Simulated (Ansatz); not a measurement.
# ScTiN2: a closer look at a trial structure

The task, for ScTiN2: get its elastic tensor.

Computed with Ansatz 0.2.0 (DFT PBE, scalar-relativistic, plane waves, PAW, unless a step's input says otherwise).

1 further run of the same task is left out (set aside as unsound or not needed). Runs told in other sessions of the task aren't counted.

## (1) The structure to begin with

The structure is tetragonal, space group P4/mmm (No. 123). The conventional cell has a = 3.095 Å, b = 3.095 Å, c = 4.356 Å, α = 90.00°, β = 90.00°, γ = 90.00°. Sc (site symmetry 4/mmm) is surrounded by 6 N at 2.18 to 2.19 Å. Ti (site symmetry 4/mmm) is surrounded by 6 N at 2.18 to 2.19 Å. N (site symmetry 4/mmm) is surrounded by 2 Ti at 2.18 Å and 4 Sc at 2.19 Å. Around N (site symmetry 4/mmm) lie 2 Sc at 2.18 Å and 4 Ti at 2.19 Å.

As a file:

```xyz
4
Lattice="3.0952 0.0000 0.0000 0.0000 3.0952 0.0000 0.0000 0.0000 4.3564" Properties=species:S:1:pos:R:3 pbc="T T T"
Sc    1.5476    1.5476    2.1782
Ti    0.0000    0.0000    0.0000
N     0.0000    0.0000    2.1782
N     1.5476    1.5476    0.0000
```

The cell was relaxed beforehand at this level, from a database cell with other species swapped in; it needn't be the stable form of this composition. At a tolerance of 0.05 Å it has space group P4/mmm (No. 123); it has 10.43 Å³/atom, an uncorrected energy of -1.78 eV/atom over the elements and, on its mesh, gap none (metal).

## (2) Strained cells: the elastic tensor

input.yaml reads:

```yaml
crystal:
  lattice:
    - [3.0954173037, 0.0, 0.0]
    - [0.0, 3.0954173037, 0.0]
    - [0.0, 0.0, 4.3597078675]
  atoms:
    - { symbol: Sc, position: [0.5, 0.5, 0.5] }
    - { symbol: Ti, position: [0.0, 0.0, 0.0] }
    - { symbol: "N", position: [0.0, 0.0, 0.5] }
    - { symbol: "N", position: [0.5, 0.5, 0.0] }
basis:
  ecutwfc: 420
kpoints:
  mp_grid: { grid: [16, 16, 10] }
hamiltonian:
  xc: pbe
scf:
  occupations: { method: fermi_dirac, width: 0.15 }
output:
  forces: true
  stress: true
  eigenvalues: true
elastic:
  mode: relaxed_ion
  amplitude: 0.005
  stencil: two_point
```

Started as:

```sh
ansatz run input.yaml --threads 1 --pin off --max-ram 2560MiB --backend cpu --events-out ev --progress --plain --runs-dir out
```

Q: Predict the outcome of this session. Wanted: C11, C12, C44; C33, C13, C66; B, G, E; Poisson ratio; Debye temperature.

The runs gave:

```
                    quantity              value
 C11, C12, C44 (relaxed-ion)  459, 124, 179 GPa
 C33, C13, C66 (relaxed-ion)  481, 112, 175 GPa
B, G, E (Hill) (relaxed-ion)  233, 177, 423 GPa
 Poisson ratio (relaxed-ion)               0.20
           Debye temperature              911 K
```

It is stable against strain: the least eigenvalue of C is 175 GPa. B/G = 1.32 lies under 1.75, which by Pugh's rule of thumb suggests brittle behaviour; the elastic response is close to isotropic. Spin polarisation is off in the runs that give these values; a magnetic solution could lie lower. In a metal such response values depend on mesh and smearing, which were not converged here.
